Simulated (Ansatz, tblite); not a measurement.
# TcO3F: a ladder of methods and basis sets

The task here is to estimate one member of a computed series from the others.

Method: as each input shows; program: Ansatz 0.2.0, Gaussian basis.

Levels to be run: GFN1-xTB, GFN2-xTB, PBE-D4/def2-TZVP, r2SCAN-D4/def2-TZVP, ωB97M-V/def2-TZVP, B97M-V/def2-TZVP, BHLYP-D4/def2-TZVP, HSE06-D4/def2-TZVP, CAM-B3LYP-D4/def2-TZVP, B2PLYP/def2-TZVP, ωB97X-V/def2-TZVP, PBE-D4/def2-SVP, PBE0-D4/def2-SVP, CCSD(T)/def2-TZVPP, MP2/def2-TZVP, RPA/def2-TZVP.

### The geometry

The geometry is that of the singlet, from an earlier relaxation (r2SCAN-D4/def2-SVP).

5 atoms, charge 0, spin multiplicity 1.

Bond lengths: Tc1–O2 1.673 Å, Tc1–O3 1.673 Å, Tc1–O4 1.673 Å, Tc1–F5 1.828 Å. Angles: O2–Tc1–O3 109.1°, O2–Tc1–O4 109.1°, O2–Tc1–F5 109.8°, O3–Tc1–O4 109.1°, O3–Tc1–F5 109.8°, O4–Tc1–F5 109.8°.

Geometry (Å):

```mol
FO3Tc
  3D, bonds by distance, orders not assigned

  5  4  0  0  0  0  0  0  0  0999 V2000
    0.0119    0.0206    0.0086 Tc  0  0
    0.0280    0.0122    1.6811 O   0  0
    1.5869    0.0389   -0.5542 O   0  0
   -0.7761    1.3961   -0.5247 O   0  0
   -0.8507   -1.4678   -0.6108 F   0  0
  1  2  8  0
  1  3  8  0
  1  4  8  0
  1  5  8  0
M  END
```

Formally the metal is d0. Tc takes a core potential in the def2 sets. No spin-orbit coupling is included.

PBE0-D4/def2-TZVP was run before; its log isn't repeated, and its numbers join the tables.

Set-up of the first run:

Tight binding, by tblite at 300 K electronic temperature and without a spin-polarisation term:

```python
tblite.interface.Calculator('GFN1-xTB', numbers, positions, charge=0, uhf=0).singlepoint()
```

Tight binding, by tblite at 300 K electronic temperature and without a spin-polarisation term:

```python
tblite.interface.Calculator('GFN2-xTB', numbers, positions, charge=0, uhf=0).singlepoint()
```

start.molden holds the orbitals of an earlier run on this state, given as this run's starting guess.

in.yaml

```yaml
crystal:
  periodic: [false, false, false]
  atoms:
    - {symbol: Tc, position_ang: [0.011923, 0.020568, 0.008583]}
    - {symbol: O, position_ang: [0.027974, 0.012214, 1.681081]}
    - {symbol: O, position_ang: [1.586898, 0.038891, -0.554167]}
    - {symbol: O, position_ang: [-0.776119, 1.396134, -0.524691]}
    - {symbol: F, position_ang: [-0.850676, -1.467808, -0.610806]}
basis:
  gaussian: {orbitals: def2-TZVP, initial_orbitals: start.molden}
hamiltonian: {xc: pbe, dispersion: d4}
scf: {omitted_lower_state_checks: [starts]}
output: {orbitals: {seedname: orbitals}}
```

Command:

```
$ ansatz run in.yaml --threads 2 --pin off --events-out ev --progress --plain --max-ram 4352MiB
```

Steps of the session up to this table: PBE-D4/def2-TZVP; r2SCAN-D4/def2-TZVP; ωB97M-V/def2-TZVP; B97M-V/def2-TZVP; BHLYP-D4/def2-TZVP; HSE06-D4/def2-TZVP; CAM-B3LYP-D4/def2-TZVP; B2PLYP/def2-TZVP; ωB97X-V/def2-TZVP; PBE-D4/def2-SVP; PBE0-D4/def2-SVP; CCSD(T)/def2-TZVPP; MP2/def2-TZVP; RPA/def2-TZVP.

One table of the session follows, with a row left open; its other results are not shown here.

It belongs to the step «Binding energy». 

| level | binding an atom (eV) |
| --- | --- |
| HF/def2-TZVP | 0.976 |
| HF/def2-TZVPP | 1.060 |
| PBE-D4/def2-SVP | 5.121 |
| PBE-D4/def2-TZVP | 5.035 |
| r2SCAN-D4/def2-TZVP | ? |
| B97M-V/def2-TZVP | 4.452 |
| PBE0-D4/def2-SVP | 4.307 |
| PBE0-D4/def2-TZVP | 4.283 |
| HSE06-D4/def2-TZVP | 4.295 |
| BHLYP-D4/def2-TZVP | 3.437 |
| CAM-B3LYP-D4/def2-TZVP | 4.269 |
| ωB97X-V/def2-TZVP | 4.310 |
| ωB97M-V/def2-TZVP | 4.147 |
| B2PLYP/def2-TZVP | 4.552 |
| RPA/def2-TZVP | 4.102 |
| MP2/def2-TZVP | 5.060 |
| CCSD/def2-TZVPP | 3.726 |
| CCSD(T)/def2-TZVPP | 4.210 |

**Question.** Estimate the row for r2SCAN-D4/def2-TZVP.

As computed: binding an atom (eV): 4.628. In the column «binding an atom (eV)» it lies between B2PLYP/def2-TZVP (4.552) and PBE-D4/def2-TZVP (5.035).

Limits of these values: Free atoms were run apart at each level; binding is atoms less cluster, divided by the number of atoms, without zero-point or spin-orbit terms.
